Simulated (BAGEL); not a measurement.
# SiCNClF2 (SMILES N#C[Si](F)(F)Cl): a chain of runs

Aim: the energy (HF/cc-pVDZ), then a single-point energy (NEVPT2(2,2)/cc-pVDZ), then a single-point energy (CASPT2(2,2)/cc-pVDZ) of SiCNClF2. 

The calculation is run with BAGEL 1.2.2.

## (1) The molecule

The species is SiCNClF2 (6 atoms), meant as a singlet with charge 0. As SMILES, `N#C[Si](F)(F)Cl`. The Si3–F4 distance was set to 4.388 Å, away from the relaxed value. At this shape a bond of the SMILES string is far longer than usual.

Bond lengths: N1–C2 1.150 Å, C2–Si3 1.827 Å, Si3–F5 1.567 Å, Si3–Cl6 1.998 Å. Angles: N1–C2–Si3 179.1°, C2–Si3–F5 108.2°, C2–Si3–Cl6 110.3°, F5–Si3–Cl6 110.6°.

## (2) A single-point energy at HF/cc-pVDZ (density fitting with svp-jkfit) (run 1)

job.json reads:

```json
{ "bagel" : [

{
  "title" : "molecule",
  "basis" : "cc-pvdz.json",
  "df_basis" : "svp-jkfit",
  "angstrom" : true,
  "geometry" : [
    { "atom" : "N", "xyz" : [    3.893687,    0.882387,    1.504717 ] },
    { "atom" : "C", "xyz" : [    2.998387,    1.365287,    0.967317 ] },
    { "atom" : "Si", "xyz" : [    1.573887,    2.151287,    0.137017 ] },
    { "atom" : "F", "xyz" : [   -1.487900,   -0.920300,   -0.527700 ] },
    { "atom" : "F", "xyz" : [    2.055887,    2.693787,   -1.251683 ] },
    { "atom" : "Cl", "xyz" : [    0.849387,    3.636487,    1.260717 ] }
  ]
},
{
  "title" : "hf"
},
{
  "title" : "print",
  "file" : "orbitals.molden",
  "orbitals" : true
}

]}
```

The basis set cc-pVDZ is read from a file made from the Basis Set Exchange's data (not shown).

Launch:

```console
BAGEL_NUM_THREADS=1 BAGEL job.json > job.out
```

Log:

```text
* using 1 threads per process

  ===============================================================
  ===============================================================

  *** Geometry ***

  { "atom" : "N", "xyz" : [      7.358002,      1.667470,      2.843503 ] },
  { "atom" : "C", "xyz" : [      5.666130,      2.580019,      1.827964 ] },
  { "atom" : "Si", "xyz" : [      2.974215,      4.065343,      0.258925 ] },
  { "atom" : "F", "xyz" : [     -2.811724,     -1.739115,     -0.997208 ] },
  { "atom" : "F", "xyz" : [      3.885063,      5.090520,     -2.365338 ] },
  { "atom" : "Cl", "xyz" : [      1.605109,      6.871964,      2.382410 ] },

  Number of auxiliary basis functions:      562

  Since a DF basis is specified, we compute 2- and 3-index integrals:
    o Being stored without compression. Storage requirement is 0.038 GB

  Number of basis functions:       92
  Number of electrons      :       62

    * METHOD: MOLECULE                             0.49

  *** RHF ***

  === Nuclear Repulsion ===
   295.3565996755

      * DIIS with orbital gradients will be used.

  === RHF iteration (cc-pvdz.json) ===
      0      -1039.00668582          0.01870943           0.15
      1      -1026.79898768          0.04297199           0.14
      2      -1039.16202475          0.01165625           0.19
      3      -1039.38230878          0.00420577           0.17
      4      -1039.40722230          0.00170062           0.14
      5      -1039.42511639          0.00112355           0.14
      6      -1039.43394943          0.00097591           0.15
      7      -1039.43642791          0.00103897           0.14
      8      -1039.43672712          0.00094838           0.14
      9      -1039.43714983          0.00081375           0.17
     10      -1039.43836105          0.00017030           0.16
     11      -1039.43844544          0.00005913           0.14
     12      -1039.43844919          0.00001298           0.14
     13      -1039.43844948          0.00000696           0.14
     14      -1039.43844961          0.00000331           0.14
     15      -1039.43844964          0.00000161           0.13
     16      -1039.43844965          0.00000106           0.13
     17      -1039.43844965          0.00000091           0.14
     18      -1039.43844965          0.00000034           0.13
     19      -1039.43844965          0.00000016           0.14
     20      -1039.43844965          0.00000009           0.15
     21      -1039.43844965          0.00000008           0.14
     22      -1039.43844965          0.00000007           0.14
     23      -1039.43844965          0.00000007           0.14
     24      -1039.43844965          0.00000006           0.13
     25      -1039.43844965          0.00000005           0.14
     26      -1039.43844965          0.00000003           0.14
     27      -1039.43844965          0.00000002           0.14
     28      -1039.43844965          0.00000002           0.14
     29      -1039.43844965          0.00000001           0.14
     30      -1039.43844965          0.00000001           0.13
    * SCF iteration converged.

    * Permanent dipole moment:
           (   -2.291376,    -3.264543,    -0.791440) a.u.

    * METHOD: HF                                   4.75

    * METHOD: PRINT                                0.02

  ===============================================================
```

It took 5.7 s on 1 thread of Intel Xeon Platinum 8259CL at 2.50GHz (Skylake/Cascade Lake), shared host; peak memory 0.16 GiB.

## (3) A single-point energy at NEVPT2(2,2)/cc-pVDZ (density fitting with svp-jkfit) (run 2)

input.json reads:

```json
{ "bagel": [

{
  "title": "molecule",
  "basis": "cc-pvdz.json",
  "df_basis": "svp-jkfit",
  "angstrom": true,
  "geometry": [
    { "atom": "N", "xyz": [    3.893687,    0.882387,    1.504717 ] },
    { "atom": "C", "xyz": [    2.998387,    1.365287,    0.967317 ] },
    { "atom": "Si", "xyz": [    1.573887,    2.151287,    0.137017 ] },
    { "atom": "F", "xyz": [   -1.487900,   -0.920300,   -0.527700 ] },
    { "atom": "F", "xyz": [    2.055887,    2.693787,   -1.251683 ] },
    { "atom": "Cl", "xyz": [    0.849387,    3.636487,    1.260717 ] }
  ]
},
{
  "title": "hf",
  "charge": 0
},
{
  "title": "nevpt2",
  "nstate": 1,
  "nact": 2,
  "nclosed": 30,
  "charge": 0,
  "active": [31, 32],
  "maxiter": 200,
  "natocc": true,
  "ncore": 14
},
{
  "title": "print",
  "file": "orbitals.molden",
  "orbitals": true
}

]}
```

The basis set cc-pVDZ is read from a file made from the Basis Set Exchange's data (not shown).

Launch:

```console
BAGEL_NUM_THREADS=1 BAGEL input.json > input.out
```

Log:

```text
* using 1 threads per process

  ===============================================================
  ===============================================================

  *** Geometry ***

  { "atom" : "N", "xyz" : [      7.358002,      1.667470,      2.843503 ] },
  { "atom" : "C", "xyz" : [      5.666130,      2.580019,      1.827964 ] },
  { "atom" : "Si", "xyz" : [      2.974215,      4.065343,      0.258925 ] },
  { "atom" : "F", "xyz" : [     -2.811724,     -1.739115,     -0.997208 ] },
  { "atom" : "F", "xyz" : [      3.885063,      5.090520,     -2.365338 ] },
  { "atom" : "Cl", "xyz" : [      1.605109,      6.871964,      2.382410 ] },

  Number of auxiliary basis functions:      562

  Since a DF basis is specified, we compute 2- and 3-index integrals:
    o Being stored without compression. Storage requirement is 0.038 GB

  Number of basis functions:       92
  Number of electrons      :       62

    * METHOD: MOLECULE                             0.45

  *** RHF ***

  === Nuclear Repulsion ===
   295.3565996755

      * DIIS with orbital gradients will be used.

  === RHF iteration (cc-pvdz.json) ===
      0      -1039.00668582          0.01870943           0.15
      1      -1026.79898768          0.04297199           0.16
      2      -1039.16202475          0.01165625           0.15
      3      -1039.38230878          0.00420577           0.14
      4      -1039.40722230          0.00170062           0.14
      5      -1039.42511639          0.00112355           0.14
      6      -1039.43394943          0.00097591           0.14
      7      -1039.43642791          0.00103897           0.14
      8      -1039.43672712          0.00094838           0.14
      9      -1039.43714983          0.00081375           0.18
     10      -1039.43836105          0.00017030           0.15
     11      -1039.43844544          0.00005913           0.14
     12      -1039.43844919          0.00001298           0.14
     13      -1039.43844948          0.00000696           0.14
     14      -1039.43844961          0.00000331           0.13
     15      -1039.43844964          0.00000161           0.14
     16      -1039.43844965          0.00000106           0.13
     17      -1039.43844965          0.00000091           0.13
     18      -1039.43844965          0.00000034           0.13
     19      -1039.43844965          0.00000016           0.13
     20      -1039.43844965          0.00000009           0.13
     21      -1039.43844965          0.00000008           0.14
     22      -1039.43844965          0.00000007           0.14
     23      -1039.43844965          0.00000007           0.13
     24      -1039.43844965          0.00000006           0.13
     25      -1039.43844965          0.00000005           0.15
     26      -1039.43844965          0.00000003           0.14
     27      -1039.43844965          0.00000002           0.14
     28      -1039.43844965          0.00000002           0.14
     29      -1039.43844965          0.00000001           0.14
     30      -1039.43844965          0.00000001           0.13
    * SCF iteration converged.

    * Permanent dipole moment:
           (   -2.291376,    -3.264543,    -0.791440) a.u.

    * METHOD: HF                                   4.67

    * freezing 14 orbitals
  ---------------------------
      CASSCF calculation
  ---------------------------

    ==== Active orbitals : =====
         Orbital 31
         Orbital 32
    ============================

    * nstate   :      1
    * nclosed  :     30
    * nact     :      2
    * nvirt    :     60
  === CASSCF iteration (cc-pvdz.json) ===

    * Using the second-order algorithm

      0  0     -1039.57914761     2.00e-02      0.03

      1  0     -1039.63278309     6.49e-04      0.94

      2  0     -1039.63293506     8.02e-05      1.09

      3  0     -1039.63293694     1.76e-05      1.06

      4  0     -1039.63293703     3.44e-06      1.13

      5  0     -1039.63293704     7.01e-07      1.09

      6  0     -1039.63293704     1.43e-07      1.09

      7  0     -1039.63293704     2.91e-08      1.04

      8  0     -1039.63293704     6.00e-09      0.67

    * Second-order optimization converged. *

     guess   0:   closed 1.                   open ..

  === FCI iteration ===

      0  0     -1039.36947286     1.51e-01      0.00
      1  0     -1039.60229401     5.51e-02      0.00
      2  0 *   -1039.63293704     7.39e-16      0.00

     * ci vector, state   0, <S^2> = 0.0000
       2.     0.7255370209
       .2    -0.6881831379

  === DF-NEVPT2 calculation ===

    * 3-index integral transformation done
    * assembly done

      NEVPT2 correlation energy:   -0.8074411624      0.32

          (+0)     -0.7190143144
          (+0)'    -0.0102007737
          (+1)     -0.0231812778
          (+1)'    -0.0000000000
          (+2)     -0.0000063149
          (-1)     -0.0550289496
          (-1)'     0.0000000000
          (-2)     -0.0000095321

      NEVPT2 total energy:       -1040.4403782015

    * METHOD: NEVPT2                               9.08

    * METHOD: PRINT                                0.02

  ===============================================================
```

Run time: 15 s. Hardware: 1 thread of Intel Xeon Platinum 8259CL at 2.50GHz (Skylake/Cascade Lake), shared host; peak memory 0.17 GiB.

## (4) The energy at CASPT2(2,2)/cc-pVDZ (density fitting with svp-jkfit) (run 3)

Changes to job.json since step 2:

```diff
@@ -16,10 +16,6 @@
 },
-{
-  "title" : "hf"
-},
-{
-  "title" : "print",
-  "file" : "orbitals.molden",
-  "orbitals" : true
-}
+{ "title" : "hf" },
+{ "title" : "casscf", "nstate" : 1, "nact" : 2, "nclosed" : 30, "nspin" : 0, "active" : [31, 32], "maxiter" : 200, "natocc" : true },
+{ "title" : "print", "file" : "orbitals.molden", "orbitals" : true },
+{ "title" : "smith", "method" : "caspt2", "ms" : true, "xms" : true, "sssr" : true, "shift" : 0.2, "shift_imag" : true, "ncore" : 14 }
```

The basis set cc-pVDZ is read from a file made from the Basis Set Exchange's data (not shown).

Launch:

```console
BAGEL_NUM_THREADS=1 BAGEL job.json > job.out
```

Log:

```text
* using 1 threads per process

  ===============================================================
  ===============================================================

  *** Geometry ***

  { "atom" : "N", "xyz" : [      7.358002,      1.667470,      2.843503 ] },
  { "atom" : "C", "xyz" : [      5.666130,      2.580019,      1.827964 ] },
  { "atom" : "Si", "xyz" : [      2.974215,      4.065343,      0.258925 ] },
  { "atom" : "F", "xyz" : [     -2.811724,     -1.739115,     -0.997208 ] },
  { "atom" : "F", "xyz" : [      3.885063,      5.090520,     -2.365338 ] },
  { "atom" : "Cl", "xyz" : [      1.605109,      6.871964,      2.382410 ] },

  Number of auxiliary basis functions:      562

  Since a DF basis is specified, we compute 2- and 3-index integrals:
    o Being stored without compression. Storage requirement is 0.038 GB

  Number of basis functions:       92
  Number of electrons      :       62

    * METHOD: MOLECULE                             0.48

  *** RHF ***

  === Nuclear Repulsion ===
   295.3565996755

      * DIIS with orbital gradients will be used.

  === RHF iteration (cc-pvdz.json) ===
      0      -1039.00668582          0.01870943           0.17
      1      -1026.79898768          0.04297199           0.16
      2      -1039.16202475          0.01165625           0.18
      3      -1039.38230878          0.00420577           0.16
      4      -1039.40722230          0.00170062           0.16
      5      -1039.42511639          0.00112355           0.15
      6      -1039.43394943          0.00097591           0.15
      7      -1039.43642791          0.00103897           0.15
      8      -1039.43672712          0.00094838           0.16
      9      -1039.43714983          0.00081375           0.17
     10      -1039.43836105          0.00017030           0.16
     11      -1039.43844544          0.00005913           0.13
     12      -1039.43844919          0.00001298           0.13
     13      -1039.43844948          0.00000696           0.14
     14      -1039.43844961          0.00000331           0.13
     15      -1039.43844964          0.00000161           0.13
     16      -1039.43844965          0.00000106           0.13
     17      -1039.43844965          0.00000091           0.13
     18      -1039.43844965          0.00000034           0.13
     19      -1039.43844965          0.00000016           0.14
     20      -1039.43844965          0.00000009           0.15
     21      -1039.43844965          0.00000008           0.13
     22      -1039.43844965          0.00000007           0.14
     23      -1039.43844965          0.00000007           0.14
     24      -1039.43844965          0.00000006           0.13
     25      -1039.43844965          0.00000005           0.13
     26      -1039.43844965          0.00000003           0.13
     27      -1039.43844965          0.00000002           0.14
     28      -1039.43844965          0.00000002           0.14
     29      -1039.43844965          0.00000001           0.14
     30      -1039.43844965          0.00000001           0.14
    * SCF iteration converged.

    * Permanent dipole moment:
           (   -2.291376,    -3.264543,    -0.791440) a.u.

    * METHOD: HF                                   4.80

  ---------------------------
      CASSCF calculation
  ---------------------------

    ==== Active orbitals : =====
         Orbital 31
         Orbital 32
    ============================

    * nstate   :      1
    * nclosed  :     30
    * nact     :      2
    * nvirt    :     60
  === CASSCF iteration (cc-pvdz.json) ===

    * Using the second-order algorithm

      0  0     -1039.57914761     2.00e-02      0.03

      1  0     -1039.63278309     6.49e-04      0.95

      2  0     -1039.63293506     8.02e-05      1.10

      3  0     -1039.63293694     1.76e-05      1.04

      4  0     -1039.63293703     3.44e-06      1.11

      5  0     -1039.63293704     7.01e-07      1.07

      6  0     -1039.63293704     1.43e-07      1.09

      7  0     -1039.63293704     2.91e-08      1.04

      8  0     -1039.63293704     6.00e-09      0.63

    * Second-order optimization converged. *

     guess   0:   closed 1.                   open ..

  === FCI iteration ===

      0  0     -1039.36947286     1.51e-01      0.00
      1  0     -1039.60229401     5.51e-02      0.00
      2  0 *   -1039.63293704     7.39e-16      0.00

     * ci vector, state   0, <S^2> = 0.0000
       2.     0.7255370209
       .2    -0.6881831379

    * METHOD: CASSCF                               8.38

    * METHOD: PRINT                                0.02

  === SMITH program ===

    * freezing 14 orbitals

    * Approximate memory requirement for SMITH calulation per MPI process:
      o Storage requirement for T-amplitude, lambda, and residual is 0.03 GB
      o Storage requirement for MO integrals is 0.01 GB
    * Calculating and saving rdm4f

    * Zeroth order energy : state  0       -0.5444673806

    * CASPT2 iteration is performed using orthogonal basis

      -------------------------------------------  CASPT2 iteration  ---------------------------------------------------
       #      aibj      arbs      arbi      airj      risj      airs      arst      rist         Etot      error   time
      ------------------------------------------------------------------------------------------------------------------

       0  -0.71583  -0.00001  -0.06018  -0.02562  -0.00001  -0.01009   0.00000   0.00000   -0.8117461  0.0004361   0.22
       1  -0.71585  -0.00001  -0.06023  -0.02563  -0.00001  -0.01013  -0.00000   0.00000   -0.8118585  0.0000376   0.18
       2  -0.71585  -0.00001  -0.06023  -0.02563  -0.00001  -0.01013  -0.00000  -0.00000   -0.8118595  0.0000042   0.19
       3  -0.71585  -0.00001  -0.06023  -0.02563  -0.00001  -0.01013  -0.00000  -0.00000   -0.8118595  0.0000005   0.20

      ------------------------------------------------------------------------------------------------------------------

    * CASPT2 energy : state  0    -1040.4489007344
        w/o shift correction      -1040.4447965507
        reference weight              0.7984201513

    * METHOD: SMITH                                1.28

  ===============================================================
```

It took 15 s on 1 thread of Intel Xeon Platinum 8259CL at 2.50GHz (Skylake/Cascade Lake), shared host; peak memory 0.27 GiB.

## (5) Outcome

| quantity | value |
| --- | --- |
| run 1, HF/cc-pVDZ: total energy | -1039.43845 Eh |
| run 1, HF/cc-pVDZ: dipole moment | 10.34 D |
| run 1, HF/cc-pVDZ: HOMO energy | -8.64 eV |
| run 1, HF/cc-pVDZ: LUMO energy | -4.40 eV |
| run 1, HF/cc-pVDZ: HOMO–LUMO gap | 4.24 eV |
| run 2, NEVPT2(2,2)/cc-pVDZ: total energy | -1040.44038 Eh |
| run 3, CASPT2(2,2)/cc-pVDZ: total energy | -1040.44890 Eh |

In words: One bond (run 1, HF/cc-pVDZ) is far stretched, which a spin-restricted single reference describes badly; a broken-symmetry solution may lie lower.
